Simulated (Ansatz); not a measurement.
# BF2GaH2: up Jacob's ladder to CCSD(T)

The task here is to estimate one member of a computed series from the others.

Program: Ansatz 0.2.0, Gaussian basis. Level of theory: functionals in def2-TZVPP, the program's frozen cores in correlated methods. These are calculated values, not measurements.

Levels to be run: LDA (SPW92), PBE-D4, revPBE-D4, BLYP-D4, r2SCAN-D4, B97M-V, PBE0-D4, B3LYP-D4, r2SCANh-D4, r2SCAN0-D4, HSE06-D4, BHLYP-D4, CAM-B3LYP-D4, LC-ωPBE, ωB97X-V, ωB97M-V, B2PLYP, PBE-QIDH; CCSD(T)/def2-SVP; CCSD(T)/def2-TZVPP; MP2/def2-QZVPP; extrapolation to the limit; RPA on PBE.

## The relaxed structure

An earlier PBE0-D4 in a triple-zeta def2 set relaxation fixed the geometry.

SMILES `F[BH][GaH][F]`, 6 atoms, charge 0, spin multiplicity 1.

Atoms are counted from 1 here; the program's logs count them from 0.

Bond lengths: F1–B2 1.320 Å, B2–Ga3 2.119 Å, B2–H5 1.203 Å, Ga3–F4 1.769 Å, Ga3–H6 1.565 Å. Angles: F1–B2–Ga3 119.6°, F1–B2–H5 116.2°, Ga3–B2–H5 124.3°, B2–Ga3–F4 112.4°, B2–Ga3–H6 135.8°, F4–Ga3–H6 111.7°.

Set-up of the first run:

File in.yaml:

```yaml
crystal:
  periodic: [false, false, false]
  atoms:
    - {symbol: F, position_ang: [1.026557, -1.493482, -1.136440]}
    - {symbol: B, position_ang: [0.899114, -0.264336, -0.672525]}
    - {symbol: Ga, position_ang: [-0.657351, 0.181538, 0.694213]}
    - {symbol: F, position_ang: [-2.064762, 0.903608, -0.097856]}
    - {symbol: H, position_ang: [1.697578, 0.540366, -1.075537]}
    - {symbol: H, position_ang: [-0.859136, 0.068304, 2.241846]}
basis:
  gaussian: {orbitals: def2-TZVPP}
hamiltonian: {xc: lda}
output: {orbitals: {seedname: orbitals}}
```

Launch:

```bash
$ ansatz run in.yaml --threads 2 --pin off --events-out ev --progress --plain --max-ram 4352MiB
```

Among the steps run: LDA; PBE-D4 (GGA); revPBE-D4 (GGA); BLYP-D4 (GGA); r2SCAN-D4 (meta-GGA); B97M-V (meta-GGA); B3LYP-D4 (hybrid); r2SCANh-D4 (hybrid); r2SCAN0-D4 (hybrid); HSE06-D4 (hybrid); BHLYP-D4 (hybrid); CAM-B3LYP-D4 (range-separated); LC-ωPBE (range-separated); ωB97X-V (range-separated); ωB97M-V (range-separated); B2PLYP (double hybrid); PBE-QIDH (double hybrid).

One of the session's tables, all rows but one given; the rest of the session is left out.

It belongs to the step «Orbital energies across the functionals». 

| functional | HOMO (eV) | LUMO (eV) | gap (eV) |
| --- | --- | --- | --- |
| LDA (SPW92) | -6.69 | -3.32 | 3.37 |
| PBE-D4 | -6.56 | -3.02 | 3.54 |
| revPBE-D4 | -6.51 | -2.90 | 3.61 |
| BLYP-D4 | -6.49 | -2.89 | 3.60 |
| r2SCAN-D4 | -6.85 | -2.71 | 4.14 |
| B97M-V | -6.92 | -2.81 | 4.11 |
| PBE0-D4 | -7.87 | -2.06 | 5.80 |
| B3LYP-D4 | -7.69 | -2.31 | 5.39 |
| r2SCANh-D4 | ? | ? | ? |
| r2SCAN0-D4 | -8.05 | -1.89 | 6.16 |
| HSE06-D4 | -7.46 | -2.44 | 5.02 |
| BHLYP-D4 | -9.10 | -1.15 | 7.95 |
| CAM-B3LYP-D4 | -9.24 | -1.01 | 8.23 |
| LC-ωPBE | -10.52 | 0.24 | 10.76 |
| ωB97X-V | -10.18 | 0.10 | 10.29 |
| ωB97M-V | -10.01 | -0.14 | 9.87 |

Estimate the missing values for r2SCANh-D4.

Worked estimate for «HOMO (eV)». Against the share of exact exchange, r2SCAN-D4 (0, -6.85), r2SCAN0-D4 (0.25, -8.05) give a slope of -4.80 per unit share; at 0.1 the line stands at -7.33.

**Answer.** HOMO (eV): -7.33; LUMO (eV): -2.38; gap (eV): 4.95. In «HOMO (eV)» the line misses by 0.00.
